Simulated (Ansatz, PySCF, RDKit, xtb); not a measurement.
# BSnSiO: from the formula to a structure

Only the formula BSnSiO is given (odd number of electrons). Aim: find the structure of lowest free energy at 298.15 K, then its properties.

The funnel: GFN2-xTB relaxations, single points with a density functional, relaxations at PBE0-D3(BJ)/def2-SVP, harmonic vibrations, and a last energy at a higher level. All values are calculated.

6 further runs of the same task are left out: 6 set aside as unsound or not needed.

## (1) Candidates

All bonding patterns within simple valence rules are listed by program: one Lewis structure each, at most two rings and one unusual centre or charged pair. O–O, O–halogen and N–halogen bonds and N–N–N chains are not drawn. That gives 22 candidates.

c095 O1[B]2[Sn]=[Si]12; c202 O=[Si]1[B]=[Sn]1; c223 [Sn]=[Si]1[B]O1; c251 [O]=[Sn]1[B]=[Si]1; c418 [B]1=[Si]2[O][Sn]12; c430 O=[B][Sn]#[Si]; c473 B#[Si][Sn]=[O]; c510 [B][O][Sn]#[Si]; c547 O=B[Si]#[Sn]; c565 [B]1[O+]2[Sn-]=[Si]12; c590 [B]1[O+]2[Si-]=[Sn]12; c681 [O]1[B]2[Si]=[Sn]12; c714 [B]=[Sn]1[O][Si]1; c750 [B]O[Si]#[Sn]; c760 B1=[Si]=[Sn][O]1; c779 [Si]=[Sn]1[B][O]1; c812 [B]=[Si]1[O][Sn]1; c822 [B]#[Sn][Si]=O; c831 [O]=[Sn][B]=[Si]; c859 [B]1=[Si][O][Sn]1; c939 [B]1=[Sn]=[Si]O1; c976 O=[Si][B]=[Sn].

Candidates are built by distance geometry, with a force field where one applies, in up to four conformers (letters a to d). 10 starts with atoms placed at random are added, to find patterns that the rules miss.

**Question.** With final energies at CCSD(T)/def2-SVP, which structure will this search put lowest in free energy, and by what margin?

| quantity | value |
| --- | --- |
| lowest structure found | [O][B]1[Si][Sn]1, doublet, Cs |
| next finalist | [O]1[B]2[Sn][Si]12 ‡, doublet, 8.7 kcal/mol higher in G |
| share at equilibrium, among the finalists | 100.0 % |
| harmonic wavenumbers, lowest and highest (PBE0-D3(BJ)/def2-SVP) | 125 and 1728 cm⁻¹ |
| rotational constants, same geometry | 0.1651, 0.0938, 0.05982 cm⁻¹ |
| dipole moment (PBE0/def2-TZVPD) | 2.56 D |
| HOMO energy (highest over α and β) (PBE0/def2-TZVPD) | -6.07 eV |
| LUMO energy (lowest over α and β) (PBE0/def2-TZVPD) | -3.83 eV |
| lowest excitation (TD-CAM-B3LYP/def2-SVPD) | 0.63 eV (f = 0.001) |
| strongest of the states computed, same level | 2.17 eV (f = 0.041) |
| vertical ionisation energy (to the singlet cation) | 8.10 eV |
| vertical electron affinity | 2.19 eV |
| vertical quartet less doublet | +1.43 eV |

The search ends on `[O][B]1[Si][Sn]1`. The margin of 8.7 kcal/mol over the next finalist is beyond the usual error of the last level; it says nothing of structures that weren't ranked. r2SCAN-D4/def2-SVP, PBE0-D3(BJ)/def2-SVP, HF/def2-SVP and MP2/def2-SVP already put its bonding pattern lowest among the structures in one piece. Spin-orbit coupling, which matters for elements this heavy, is left out. 4 minima inside the window were never screened. The stability test raises a flag; for an open shell a flag towards a general spinor solution can be the free rotation of the spin. Lowest found is not proven lowest: the search is finite, and each finalist counts with one conformer.

‡ marks the bonded skeleton alone, with all bonds drawn single: no Lewis structure was assigned that passes a check against the bond lengths.
